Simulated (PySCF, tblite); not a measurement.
# C₃H₁₀BNSi: geometry, infrared bands and NMR shifts

Aim: predict the infrared bands and NMR shifts of C₃H₁₀BNSi (`[BH3-][N+]#C[SiH2]CC`).

Computed with tblite 0.8.0 and PySCF 2.14.0, with density-fitted response routines of our own, on a single molecule in the gas phase. Atoms are numbered from 0 throughout.

### 1 Starting geometry

16 atoms, charge 0, multiplicity 1; geometry from: force field or distance geometry start.

Bonds of the start (Å): B0–N1 1.52, N1–C2 1.15, C2–Si3 1.83, Si3–C4 1.85, C4–C5 1.53, B0–H6 1.17, B0–H7 1.20, B0–H8 1.20, Si3–H9 1.45, Si3–H10 1.50, C4–H11 1.11, C4–H12 1.10, C5–H13 1.12, C5–H14 1.11, C5–H15 1.08.

### 2 Optimising the geometry with GFN2-xTB

Job settings and geometry (Å):

```
{"job": {"kind": "relax", "xc": "GFN2-xTB", "basis": "xTB"}, "charge": 0, "multiplicity": 1}
B      3.519100     0.527600     0.494700
N      2.140100    -0.004900     0.154600
C      1.102500    -0.439200    -0.092000
Si    -0.548000    -1.096800    -0.519900
C     -1.802000    -0.437600     0.677400
C     -2.515700     0.818500     0.162800
H      4.278100    -0.323700     0.735700
H      3.415300     1.250300     1.446300
H      3.883400     1.121200    -0.478400
H     -0.921200    -0.815600    -1.890000
H     -0.568700    -2.586100    -0.329600
H     -2.553800    -1.206800     0.948400
H     -1.286100    -0.163000     1.611900
H     -3.309200     1.033300     0.916700
H     -1.841400     1.698700     0.201800
H     -2.999900     0.633100    -0.784400
```

The run is started by

```
$ OMP_NUM_THREADS=1 python probes_run.py task.json out
```

One launch serves the whole session: the jobs run in the order shown.

**Question.** This job is followed by: GFN2-xTB harmonic vibrations, gas phase; GIAO PBE0/pcSseg-1 NMR shielding, non-relativistic, gas phase. What will the session give for the following? strongest single infrared mode (GFN2-xTB); zero-point energy (GFN2-xTB); 13C shifts against TMS (PBE0/pcSseg-1); 1H shifts against TMS (PBE0/pcSseg-1, means over atoms taken as alike); 11B shifts against BF3·OEt2 (PBE0/pcSseg-1); 15N shifts against NH3 (PBE0/pcSseg-1); 29Si shifts against TMS (PBE0/pcSseg-1).

**Answer**, as computed:

```
                                                              quantity                       value
                             strongest single infrared mode (GFN2-xTB)       2281 cm⁻¹, 659 km/mol
                                          zero-point energy (GFN2-xTB)               75.2 kcal/mol
                                13C shifts against TMS (PBE0/pcSseg-1)        118.4, 11.3, 7.7 ppm
1H shifts against TMS (PBE0/pcSseg-1, means over atoms taken as alike)  4.51, 2.02, 1.35, 1.09 ppm
                           11B shifts against BF3·OEt2 (PBE0/pcSseg-1)                   -44.5 ppm
                                15N shifts against NH3 (PBE0/pcSseg-1)                   284.7 ppm
                               29Si shifts against TMS (PBE0/pcSseg-1)                   -61.9 ppm
```

The optimisation took 105 steps and gained 0.340 eV; among the close pairs (by a distance rule), B0–N1 changed most, from 1.517 to 1.445 Å. The lowest mode is imaginary (24i cm⁻¹), so the xTB geometry is not a minimum. The strongest single mode, at 2281 cm⁻¹, moves mainly C2 and N1. Unscaled tight-binding wavenumbers are off by several per cent, some by more. Its intensities can rank the bands wrongly. At PBE0/pcSseg-1: Shielding is most anisotropic at N1 (span 519 ppm, paramagnetic term -345 ppm).
